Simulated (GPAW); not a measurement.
# BiS (R-3m) in GPAW: a series of runs

One crystal, BiS, is run at these levels: LDA, PBE; tasks: single point.

All numbers are computed with GPAW 26.7.0; they aren't measurements. Logs are shortened: lines on timing, memory, paths and dates and some standing lists are left out, and cuts for length are marked. The log counts tension as positive stress, the text compression.

## 1. The crystal as given

It takes space group R-3m (No. 166, trigonal). The conventional cell has a = 4.219 Å, b = 4.219 Å, c = 10.501 Å, α = 90.00°, β = 90.00°, γ = 120.00°. Bi (site symmetry -3m) has 6 S at 3.00 Å as nearest neighbours. S (site symmetry -3m) is surrounded by 6 Bi at 3.00 Å.

The cell was built by a generator and needn't be a form met in nature.

## 2. Single point, LDA

The input, run.py:

```python
from ase import Atoms
from ase.dft.bandgap import bandgap
from ase.io import write
from ase.units import Bohr, GPa
from gpaw import GPAW, PW
from gpaw.elf import elf_from_dft_calculation

atoms = Atoms(['Bi', 'S'],
              cell=[[2.1092708692, 1.2177881041, 3.50048748],
                    [-2.1092708692, 1.2177881041, 3.50048748],
                    [0.0, -2.4355762082, 3.50048748]],
              scaled_positions=[[0.0, 0.0, 0.0],
                                [0.5, 0.5, 0.5]],
              pbc=True)

calc = GPAW(mode=PW(600),
            xc='LDA',
            kpts={'size': (8, 8, 8), 'gamma': True},
            occupations={'name': 'fermi-dirac', 'width': 0.05},
            nbands=20,
            convergence={'density': 1e-05, 'energy': 1e-05},
            maxiter=150,
            txt='gpaw.txt')
atoms.calc = calc
energy = atoms.get_potential_energy()
forces = atoms.get_forces()
stress = atoms.get_stress()
calc.write('gs.gpw')
write('result.traj', atoms)
print(f'Energy: {energy:.6f} eV')
print('Forces (eV/A):')
print(forces.round(4))
print('Stress (GPa):', (stress / GPa).round(3))
print('Fermi level:', round(calc.get_fermi_level(), 4), 'eV')
print(f'Gap: {bandgap(calc)[0]:.4f} eV, direct: {bandgap(calc, direct=True)[0]:.4f} eV')

# fields on the real-space grid
write('density.cube', atoms, data=calc.get_pseudo_density() * Bohr**3)
write('potential.cube', atoms, data=calc.get_electrostatic_potential())
write('elf.cube', atoms, data=elf_from_dft_calculation(calc).data)
```

Potentials or basis: the program's PAW data sets (release 1.2.1) made for this functional, pw.

On the command line:

```
> OMP_NUM_THREADS=1 python run.py
```

gpaw.txt:

```text
__  _  _
 | _ |_)|_||  |
 |__||  | ||/\| - 26.7.0

Input parameters:
  mode=PW(ecut=600.0),
  convergence={'density': 1e-05, 'energy': 1e-05},
  kpts=MonkhorstPack(size=(8, 8, 8), gamma=True),
  maxiter=150,
  nbands=20,
  occupations=Occupations(name='fermi-dirac', width=0.05),
  xc=XC(name='LDA')

Diagonalizing LCAO Hamiltonian
Converting LCAO to pw mode

       S

       Bi

Atoms  # Å, Bohr magnetons
|   | symbol |        x |        y |        z |    initial magnetic moments |
|---|--------|----------|----------|----------|-----------------------------|
| 0 |     Bi | 0.000000 | 0.000000 | 0.000000 | ( 0.0000,  0.0000,  0.0000) |
| 1 |      S | 0.000000 | 0.000000 | 5.250731 | ( 0.0000,  0.0000,  0.0000) |

Unit cell  # Å
| periodic |         x |         y |        z |  lengths |    angles |
|----------|-----------|-----------|----------|----------|-----------|
|      yes |  2.109271 |  1.217788 | 3.500487 | 4.264439 | 59.289200 |
|      yes | -2.109271 |  1.217788 | 3.500487 | 4.264439 | 59.289200 |
|      yes |  0.000000 | -2.435576 | 3.500487 | 4.264439 | 59.289200 |

Number of symmetries: 12
Symmetry operations  # r_c * U_cc + t_c -> r_c
|    | kind |            matrix            |
|----|------|------------------------------|
|  0 |  E   |  1, 0, 0,  0, 1, 0,  0, 0, 1 |
|  1 |  σ   |  1, 0, 0,  0, 0, 1,  0, 1, 0 |
|  2 |  σ   |  0, 1, 0,  1, 0, 0,  0, 0, 1 |
|  3 |  C3  |  0, 1, 0,  0, 0, 1,  1, 0, 0 |
|  4 |  C3  |  0, 0, 1,  1, 0, 0,  0, 1, 0 |
|  5 |  σ   |  0, 0, 1,  0, 1, 0,  1, 0, 0 |
|  6 |  C2  |  0, 0,-1,  0,-1, 0, -1, 0, 0 |
|  7 |  S6  |  0, 0,-1, -1, 0, 0,  0,-1, 0 |
|  8 |  S6  |  0,-1, 0,  0, 0,-1, -1, 0, 0 |
|  9 |  C2  |  0,-1, 0, -1, 0, 0,  0, 0,-1 |
| 10 |  C2  | -1, 0, 0,  0, 0,-1,  0,-1, 0 |
| 11 |  i   | -1, 0, 0,  0,-1, 0,  0, 0,-1 |

BZ-sampling:
  Number of BZ points: 512
  Number of IBZ points: 65

  Monkhorst-Pack size: [8, 8, 8]
  Monkhorst-Pack shift: [0.0625, 0.0625, 0.0625]

K-points  # in reciprocal-cell coordinates
|     |                                coordinates |     weight |
|-----|--------------------------------------------|------------|
|   0 | (  0.00000000,   0.00000000,   0.00000000) | 0.00195312 |
|   1 | (  0.12500000,   0.00000000,  -0.12500000) | 0.01171875 |
|   2 | (  0.12500000,   0.00000000,   0.00000000) | 0.01171875 |
|   3 | (  0.12500000,   0.12500000,  -0.12500000) | 0.01171875 |
|   4 | (  0.12500000,   0.12500000,   0.00000000) | 0.01171875 |
|   5 | (  0.12500000,   0.12500000,   0.12500000) | 0.00390625 |
|   6 | (  0.25000000,  -0.12500000,  -0.12500000) | 0.01171875 |
|   7 | (  0.25000000,   0.00000000,  -0.25000000) | 0.01171875 |
|   8 | (  0.25000000,   0.00000000,  -0.12500000) | 0.02343750 |
|   9 | (  0.25000000,   0.00000000,   0.00000000) | 0.01171875 |
| ... |                                            |            |
|  64 | (  0.50000000,   0.50000000,   0.50000000) | 0.00195312 |

Plane wave coefficients: 1829
Cutoff: 600.0 eV

Spin-components: 1 (collinear spins)
Bands:           20
Projectors:      11
Spin-degeneracy: 2
Datatype:        complex128

Parallelization:
  kpt:    1
  domain: 1
  band:   1

Density:
  Valence electrons: 21.0
  Components: 1
  Grid points: [25 25 25]
  Charge: 0.0  # |e|

Potential:
  Grid points: [25 25 25]

species:
  Bi:
    name:    Bismuth
    Z:       83.0
    valence: 15
    core:    68
    charge:  0.0  # [|e|]
    compensation charges:
      type: gauss
      rc: 0.38  # [Å]
      lmax: 2
    cutoffs:
      filter: 2.23  # [Å]
      core: 2.33  # [Å]
    projectors
    | kind |    occ | energy [eV] | rcut [Å] |
    |------|--------|-------------|----------|
    |   6s |  2.000 |     -14.665 |    1.286 |
    |   6p |  3.000 |      -4.777 |    1.275 |
    |   5d | 10.000 |     -27.225 |    1.349 |
    |    s |        |      12.546 |    1.286 |
    |    p |        |      22.434 |    1.275 |
    |    d |        |      -0.013 |    1.349 |

    Using partial waves for Bi as LCAO basis

  S:
    name:    Sulfur
    Z:       16.0
    valence: 6
    core:    10
    charge:  0.0  # [|e|]
    compensation charges:
      type: gauss
      rc: 0.24  # [Å]
      lmax: 2
    cutoffs:
      filter: 1.77  # [Å]
      core: 1.66  # [Å]
    projectors
    | kind |    occ | energy [eV] | rcut [Å] |
    |------|--------|-------------|----------|
    |   3s |  2.000 |     -17.278 |    0.974 |
    |   3p |  4.000 |      -7.106 |    0.979 |
    |    s |        |       9.933 |    0.974 |
    |    p |        |      20.105 |    0.979 |
    |    d |        |       0.000 |    0.900 |

    Using partial waves for S as LCAO basis

Reference energy: -595362.931618  # eV

eigensolver:
  PPCG
  Converge bands: occupied
  niter=2

density mixing:
  MSR1-Mixer
  Pratt-step length: 0.05
  Maximum mixing coefficient: 0.75
  Old densities: 10
  SVD Regularization: 0.005
  Good broyden scale: 1.0
  Trust region scale: 1.0
  Backstep threshold: 4.0
  History deletion threshold: 6.0
  Fourier metric: weight=20.0, sigma=0.015

occupation numbers:
  Fermi-Dirac:
    width: 0.0500  # eV

poisson solver:
  ecut: 4800.0  # eV

xc functional:
  name: None

convergence criteria:
- Maximum integral of absolute [dens]ity change: 1e-05 electrons / valence electron
- Maximum [total energy] change in last 3 cyles: 1e-05 eV / valence electron
- Maximum integral of absolute [eigenst]ate change: 4e-08 eV^2 / valence electron
maximum number of iterations: 150

SCF iterations
|iter     | |      energy | eigst |  dens |
|---------|-|-------------|-------|-------|
|iter:   1| |  -10.527204 | -0.35 |       |
|iter:   2| |  -10.452538 | -2.43 | -1.25 |
|iter:   3| |  -10.245014 | -2.54 | -1.31 |
|iter:   4| |  -10.243004 | -3.75 | -1.89 |
|iter:   5| |  -10.242797 | -4.33 | -2.19 |
|iter:   6| |  -10.242848c| -5.43 | -3.28 |
|iter:   7| |  -10.242868c| -5.69 | -3.70 |
|iter:   8| |  -10.242869c| -7.19 | -4.39 |
|iter:   9| |  -10.242869c| -8.45c| -4.96 |
|iter:  10| |  -10.242869c| -8.78c| -6.07c|

Converged in 10 steps
Energy contributions relative to reference atoms: (reference = -595362.931618)

Energy contributions:
  Kinetic:          15.735586
  Coulomb:         -15.921285
  Zero:             -1.289650
  External:          0.000000
  Xc:               -8.760800
  Entropy:          -0.013441
  Spinorbit:         0.000000
  ----------------------------
  Free energy:     -10.249589
  Extrapolated:    -10.242869

dipole moment: (-0.000000, 0.000000, -41.080830)  # |e|*Ang

Fermi level: 6.337
Eigenvalues  # (at kpt = [0.000, 0.000, 0.000])
| band index |      eig [eV] | occ [0-2] |
|------------|---------------|-----------|
|          0 |       -17.195 |     2.000 |
|        ... |               |           |
|          2 |       -17.193 |     2.000 |
|          3 |       -17.193 |     2.000 |
|          4 |       -17.193 |     2.000 |
|          5 |        -8.402 |     2.000 |
|          6 |        -2.454 |     2.000 |
|          7 |         3.078 |     2.000 |
[... 8 lines left out ...]
|         16 |        13.390 |     0.000 |
|         17 |        13.875 |     0.000 |
|        ... |               |           |
|         19 |        13.985 |     0.000 |

No gap
No difference between direct/indirect transitions

Forces  # eV/Ang
|       x |       y |        z |
|---------|---------|----------|
| 0.00000 | 0.00000 | -0.00000 |  # Bi   0
| 0.00000 | 0.00000 |  0.00000 |  # S    1

Stress tensor  # eV/Ang^3
|         x |        y |        z |
|-----------|----------|----------|
|  0.036251 | 0.000000 | 0.000000 |
| -0.000000 | 0.036251 | 0.000000 |
|  0.000000 | 0.000000 | 0.033533 |

# Writing to gs.gpw (mode='')
```

It took 43 s on 1 thread of Arm Neoverse V1, shared host; peak memory 0.19 GiB.

What came out:

```
Free energy            : -10.2496 eV
Pressure               : -5.7 GPa
Band gap on the k mesh : none (metal or under the smearing width)
```

Levels at points of the mesh, in eV from the Fermi level:
```
           k point  band 7  band 8  band 9  band 10  band 11  band 12  band 13  band 14
(0.00, 0.00, 0.00)   -8.79   -3.26   -3.13    -3.13     2.61     2.61     2.63     5.28
(0.50, 0.00, 0.00)  -11.46   -2.76   -2.72    -1.81    -1.42    -0.26    -0.20     7.20
(0.50, 0.50, 0.00)  -10.28   -6.25   -4.56    -4.46     2.64     3.36     3.37     3.74
(0.50, 0.50, 0.50)  -11.52   -2.69   -2.69    -1.73    -1.31    -0.12    -0.12     7.17
```

Caveat: spin-orbit coupling is left out, which moves the levels of the heavy elements.

## 3. Single point, PBE

run.py: that of step 2 with these lines changed.

```diff
@@ -3,5 +3,4 @@
 from ase.io import write
-from ase.units import Bohr, GPa
+from ase.units import GPa
 from gpaw import GPAW, PW
-from gpaw.elf import elf_from_dft_calculation
 
@@ -16,3 +15,3 @@
 calc = GPAW(mode=PW(600),
-            xc='LDA',
+            xc='PBE',
             kpts={'size': (8, 8, 8), 'gamma': True},
@@ -35,6 +34 @@
 print(f'Gap: {bandgap(calc)[0]:.4f} eV, direct: {bandgap(calc, direct=True)[0]:.4f} eV')
-
-# fields on the real-space grid
-write('density.cube', atoms, data=calc.get_pseudo_density() * Bohr**3)
-write('potential.cube', atoms, data=calc.get_electrostatic_potential())
-write('elf.cube', atoms, data=elf_from_dft_calculation(calc).data)
```

Potentials or basis: GPAW PAW data sets (gpaw-data 1.2.1), pw.

On the command line:

```
> OMP_NUM_THREADS=1 python run.py
```

gpaw.txt:

```text
__  _  _
 | _ |_)|_||  |
 |__||  | ||/\| - 26.7.0

Input parameters:
  mode=PW(ecut=600.0),
  convergence={'density': 1e-05, 'energy': 1e-05},
  kpts=MonkhorstPack(size=(8, 8, 8), gamma=True),
  maxiter=150,
  nbands=20,
  occupations=Occupations(name='fermi-dirac', width=0.05),
  xc=XC(name='PBE')

Diagonalizing LCAO Hamiltonian
Converting LCAO to pw mode

       S

       Bi

Atoms  # Å, Bohr magnetons
|   | symbol |        x |        y |        z |    initial magnetic moments |
|---|--------|----------|----------|----------|-----------------------------|
| 0 |     Bi | 0.000000 | 0.000000 | 0.000000 | ( 0.0000,  0.0000,  0.0000) |
| 1 |      S | 0.000000 | 0.000000 | 5.250731 | ( 0.0000,  0.0000,  0.0000) |

Unit cell  # Å
| periodic |         x |         y |        z |  lengths |    angles |
[... 161 lines left out ...]
|iter:   6| |   -8.903872 | -5.49 | -3.26 |
|iter:   7| |   -8.903886c| -5.78 | -3.66 |
|iter:   8| |   -8.903886c| -7.79c| -4.50 |
|iter:   9| |   -8.903886c| -7.76c| -5.21c|

Converged in 9 steps
Energy contributions relative to reference atoms: (reference = -595706.002850)

Energy contributions:
  Kinetic:          19.948200
  Coulomb:         -19.589277
  Zero:             -1.383078
  External:          0.000000
  Xc:               -7.872869
  Entropy:          -0.013723
  Spinorbit:         0.000000
  ----------------------------
  Free energy:      -8.910747
  Extrapolated:     -8.903886

dipole moment: (0.000000, 0.000000, -40.895179)  # |e|*Ang

Fermi level: 6.714
Eigenvalues  # (at kpt = [0.000, 0.000, 0.000])
| band index |      eig [eV] | occ [0-2] |
|------------|---------------|-----------|
|          0 |       -17.039 |     2.000 |
|        ... |               |           |
|          2 |       -17.036 |     2.000 |
|          3 |       -17.032 |     2.000 |
|          4 |       -17.032 |     2.000 |
|          5 |        -8.113 |     2.000 |
|          6 |        -2.092 |     2.000 |
|          7 |         3.359 |     2.000 |
[... 8 lines left out ...]
|         16 |        13.808 |     0.000 |
|         17 |        14.171 |     0.000 |
|        ... |               |           |
|         19 |        14.376 |     0.000 |

No gap
No difference between direct/indirect transitions

Forces  # eV/Ang
|       x |        y |        z |
|---------|----------|----------|
| 0.00000 | -0.00000 | -0.00000 |  # Bi   0
| 0.00000 |  0.00000 |  0.00000 |  # S    1

Stress tensor  # eV/Ang^3
|        x |        y |        z |
|----------|----------|----------|
| 0.010072 | 0.000000 | 0.000000 |
| 0.000000 | 0.010072 | 0.000000 |
| 0.000000 | 0.000000 | 0.006735 |

# Writing to gs.gpw (mode='')
```

It took 41 s on 1 thread of Arm Neoverse V1, shared host; peak memory 0.19 GiB.

Results:

- Free energy: -8.9107 eV
- Pressure: -1.4 GPa
- Band gap on the k mesh: none (metal or under the smearing width)

Stress tensor (GPa, compression positive):
```
-1.61  0.00  0.00
 0.00 -1.61  0.00
 0.00  0.00 -1.08
```

Levels at points of the mesh, in eV from the Fermi level:
| k point | band 7 | band 8 | band 9 | band 10 | band 11 | band 12 | band 13 | band 14 |
| --- | --- | --- | --- | --- | --- | --- | --- | --- |
| (0.00, 0.00, 0.00) | -8.81 | -3.36 | -3.23 | -3.23 | 2.63 | 2.63 | 2.65 | 5.23 |
| (0.50, 0.00, 0.00) | -11.42 | -2.88 | -2.84 | -1.88 | -1.41 | -0.25 | -0.19 | 7.20 |
| (0.50, 0.50, 0.00) | -10.26 | -6.30 | -4.64 | -4.54 | 2.61 | 3.35 | 3.36 | 3.72 |
| (0.50, 0.50, 0.50) | -11.48 | -2.81 | -2.81 | -1.80 | -1.30 | -0.12 | -0.12 | 7.17 |

Caveat: spin-orbit coupling is left out, which moves the levels of the heavy elements.
